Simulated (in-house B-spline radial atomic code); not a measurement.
# Au¹⁰⁺: ionisation energy by several methods

Aim: the ionisation energy of Au¹⁰⁺ by several methods, each as the difference of two self-consistent energies (Au¹⁰⁺ and the next ion, [Xe] 4f14).

Method: Dirac-Coulomb, several functionals; spherical all-electron atom at the radial basis limit. Code: in-house B-spline radial atomic code version 1.

**1. What is computed**

```
element       : gold (Z = 79)
charge        : +10
electrons     : 69
configuration : [Xe] 4f14 5d1
nucleus       : Fermi, rms radius 5.437 fm
```

The outer shells:

[Xe] 4f14 5d1
```
[Xe] core
4f [↑↓][↑↓][↑↓][↑↓][↑↓][↑↓][↑↓]
5d [↑ ][  ][  ][  ][  ]
```

The boxes only draw the filling; these runs are spin-restricted and spherical.

**2. exchange-only LDA**

The run's settings:

```ini
Z = 79
electrons = 69.0
configuration = [Xe] 4f14 5d1
hamiltonian = dirac
method = lda,
spin_polarised = False
nucleus = fermi
rms_radius = 5.4371
mass_number = 197
atomic_mass = 196.966570103
speed_of_light = 137.035999084
```

**3. BP86, a GGA**

Changes to the settings of step 2:

```diff
@@ -4,3 +4,3 @@
 hamiltonian = dirac
-method = lda,
+method = b88,p86
 spin_polarised = False
```

**4. RPBE, a GGA**

Changes to the settings of step 3:

```diff
@@ -4,3 +4,3 @@
 hamiltonian = dirac
-method = b88,p86
+method = rpbe,pbe
 spin_polarised = False
```

**5. AM05, a GGA**

Changes to the settings of step 4:

```diff
@@ -4,3 +4,3 @@
 hamiltonian = dirac
-method = rpbe,pbe
+method = am05
 spin_polarised = False
```

**6. BLYP, a GGA**

Changes to the settings of step 5:

```diff
@@ -4,3 +4,3 @@
 hamiltonian = dirac
-method = am05
+method = b88,lyp
 spin_polarised = False
```

**7. PW91, a GGA**

Changes to the settings of step 6:

```diff
@@ -4,3 +4,3 @@
 hamiltonian = dirac
-method = b88,lyp
+method = pw91,pw91
 spin_polarised = False
```

Q: The tabulated ionisation energy is 168.2 ± 1.4 eV (semi-empirical; NIST Atomic Spectra Database). What does each method give, and which comes nearest?

**Answer**, as computed:

| method | rung | total energy (hartree) | ΔSCF (eV) | with Breit, QED, recoil (eV) | −ε highest (eV) | corrected ΔSCF less tabulated (eV) |
| --- | --- | --- | --- | --- | --- | --- |
| exchange-only LDA | LDA | -18998.4240 | 165.10 | 165.07 | 154.39 (5d5/2) | -3.13 |
| BP86 | GGA | -19018.9165 | 166.61 | 166.59 | 155.93 (5d5/2) | -1.61 |
| RPBE | GGA | -19017.3121 | 166.46 | 166.43 | 155.77 (5d5/2) | -1.77 |
| AM05 | GGA | -19006.5996 | 166.63 | 166.61 | 155.94 (5d5/2) | -1.59 |
| BLYP | GGA | -19017.8112 | 166.50 | 166.47 | 155.78 (5d5/2) | -1.73 |
| PW91 | GGA | -19018.5182 | 166.70 | 166.68 | 156.00 (5d5/2) | -1.52 |

What this shows: Tables give 168.2 ± 1.4 eV (semi-empirical; NIST Atomic Spectra Database) for the ionisation energy. PW91 misses by -1.52 eV, the least, and exchange-only LDA by -3.13 eV (1.9 %), the most. Open shells are averaged (over orientations, and over spins where the run is restricted), while tables refer to the lowest levels. For the semilocal functionals minus the highest level recovers only 94 % of their own ΔSCF value, a mark of self-interaction.
